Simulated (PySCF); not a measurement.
# ZnN: bond curves at several levels of theory

What are the lowest state that PBE0 finds, the bond length, vibrational wavenumber and bond energy of ZnN, and how much do these hang on the method?

Computed with PySCF 2.14.0. Level: Zn 6-31G(d,p), N 6-31G(d,p), no relativity.

## (1) Input

A driver script around PySCF takes these settings:

| Property | Result |
| --- | --- |
| atoms | Zn, N |
| charge | 0 |
| basis | Zn 6-31G(d,p), N 6-31G(d,p) |
| Hamiltonian | no relativity |
| basis functions | 48 |
| electrons treated | 37 |
| masses in u | 63.9291, 14.0031 |
| levels | PBE0, PBE, r²SCAN, MN15, BLYP, B97-3, CAM-B3LYP, HF, MP2, SCS-MP2, CCSD, CCSD(T) |
| grid | 80 radial by 434 angular points |
| occupations | held fixed by the projection of orbital angular momentum |
| dissociation limit | Zn + N, each in its ground configuration |
| starting distance in angstrom | 1.845 |
| values of 2S to try | 1, 3 |

Run with:

```sh
$ OMP_NUM_THREADS=1 python dia.py task.json out
```

After this run come: PBE0 along the bond; Higher solutions at PBE0; PBE (GGA); r²SCAN (meta-GGA); MN15 (hybrid meta-GGA); BLYP; B97-3; CAM-B3LYP (range-separated hybrid); ROHF; Adding correlation.

What does the calculation give? Wanted: for each run, Re; ωe; De; μ.

As calculated:

Lowest PBE0 solution found, without spin–orbit coupling: ⁴Σ⁻ (quartet), unpaired electrons σ ↑, π ↑↑. State 2 has its PBE0 minimum 0.37 eV higher, as a spin-mixed determinant (⟨S²⟩ = 1.76), so this is no gap between pure states. State 3 has its PBE0 minimum 0.65 eV higher, as a spin-mixed determinant (⟨S²⟩ = 1.08), so this is no gap between pure states. State 4 has its PBE0 minimum 0.76 eV higher, as a spin-mixed determinant (⟨S²⟩ = 1.76), so this is no gap between pure states. The other levels ran on the lowest alone.

```csv
level,Re (Å),ωe (cm⁻¹),De (eV),μ (D)
ROHF-CCSD(T),2.058,305,0.109,n/a
PBE,1.917,483,1.20,-1.04
BLYP,1.942,455,1.07,-0.96
r²SCAN,1.920,479,1.06,-1.18
PBE0,1.945,458,0.82,-1.30
B97-3,1.989,405,0.63,-1.10
MN15,1.963,416,0.65,-0.83
CAM-B3LYP,1.935,465,0.77,-1.30
```

De is counted to Zn + N in their ground configurations. A positive dipole means Zn(−)N(+). No constants: ROHF (no minimum is bracketed among the points kept); ROHF-MP2 (the points don't follow one smooth fit); ROHF-SCS-MP2 (the points don't follow one smooth fit); ROHF-CCSD (the points don't follow one smooth fit).

**Reading.** Bond lengths run from 1.917 Å (PBE) to 2.058 Å (ROHF-CCSD(T)). CCSD(T) can't serve as the judge here: for a weak bond in this basis it is far from its limit. Among the levels with a De in the table, it runs from 0.109 eV (ROHF-CCSD(T)) to 1.20 eV (PBE).

Correlated steps freeze 6 core orbitals.
